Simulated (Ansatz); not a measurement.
Sn, space group Im-3m: cell relaxations under several functionals, run with Ansatz 0.2.0 through its Python package.

The script reads `sn.extxyz`:
```text
1
Lattice="-1.89465182 1.89465182 1.89465182 1.89465182 -1.89465182 1.89465182 1.89465182 1.89465182 -1.89465182" Properties=species:S:1:pos:R:3 pbc="T T T"
Sn    0.00000000    0.00000000    0.00000000
```

`sn.py`
```python
"""Relaxed cell of Sn under several functionals."""

import ansatz as az
import numpy as np

params = {
    "kgrid": (9, 9, 9),
    "force_tol": 0.005,
}

def edges_and_angles(cell):
    cell = np.asarray(cell)
    a, b, c = np.linalg.norm(cell, axis=1)
    cosines = cell[1] @ cell[2] / (b * c), cell[0] @ cell[2] / (a * c), cell[0] @ cell[1] / (a * b)
    return (a, b, c, *np.degrees(np.arccos(cosines)))

sn = az.Crystal.from_extxyz("sn.extxyz")

calc = (
    sn.calculation()
    .basis(45 * az.Ry)
    .kpoints(*params["kgrid"])
    .occupations(az.OccupationsMethod.FERMI_DIRAC)  # smearing steadies the SCF of a metal
    .relax(cell=True, force_tolerance=params["force_tol"], max_steps=60)  # relax until the tolerances are met
)

levels = [("blyp", "d3bj"), ("lda", "none"), ("r2scan", "d4")]
print("level            a       b       c    alpha   beta  gamma  V/atom  steps")
for name, dispersion in levels:
    seen = []
    run = calc.functional(name, dispersion=dispersion).session().plan()
    out = run.execute(on_event=lambda e: seen.append(e) if e["event"] == "relax_step" else None)
    cell = out.lattice.cell_ang
    label = name if dispersion == "none" else f"{name}+{dispersion}"
    print("{:13s} {:7.4f} {:7.4f} {:7.4f} {:6.2f} {:6.2f} {:6.2f}".format(label, *edges_and_angles(cell)), f"{abs(np.linalg.det(cell)) / len(out.lattice.sites):7.3f} {len(seen):5d}")
```

Rank the levels of theory by the volume of the relaxed cell.

From smallest to largest: LDA (25.37 Å³ an atom, -6.8 % against the start), r2SCAN+D4 (26.42 Å³ an atom, -2.9 % against the start) and BLYP+D3BJ (27.14 Å³ an atom, -0.2 % against the start). The spread is 7.0 % in volume.

The run itself:

```console
$ python sn.py
level            a       b       c    alpha   beta  gamma  V/atom  steps
blyp+d3bj      3.2790  3.2790  3.2790 109.47 109.47 109.47  27.140     3
lda            3.2060  3.2060  3.2060 109.47 109.47 109.47  25.367     5
r2scan+d4      3.2499  3.2499  3.2499 109.47 109.47 109.47  26.424     4
```

Caveats:
- BLYP and dispersion corrections can be off by several per cent in the lattices of metals, and by several GPa in the pressure at a fixed cell.
- The mesh is modest for a metal, so energies can be off by several to tens of meV an atom and pressures by half a GPa or more; differences at equal mesh fare better.
- Edges and angles are those of the cell as typed, here a primitive one, not of the conventional cell.
- This isn't the structure that Sn takes at ambient conditions.
- Timing: 19 s on 1 thread of Arm Neoverse V1, on a shared host, peak memory 0.48 GiB.

(A comment or docstring line of the script was reworded after the run, the code is as it ran; lines on the test bed's own set-up are left out of the output.)
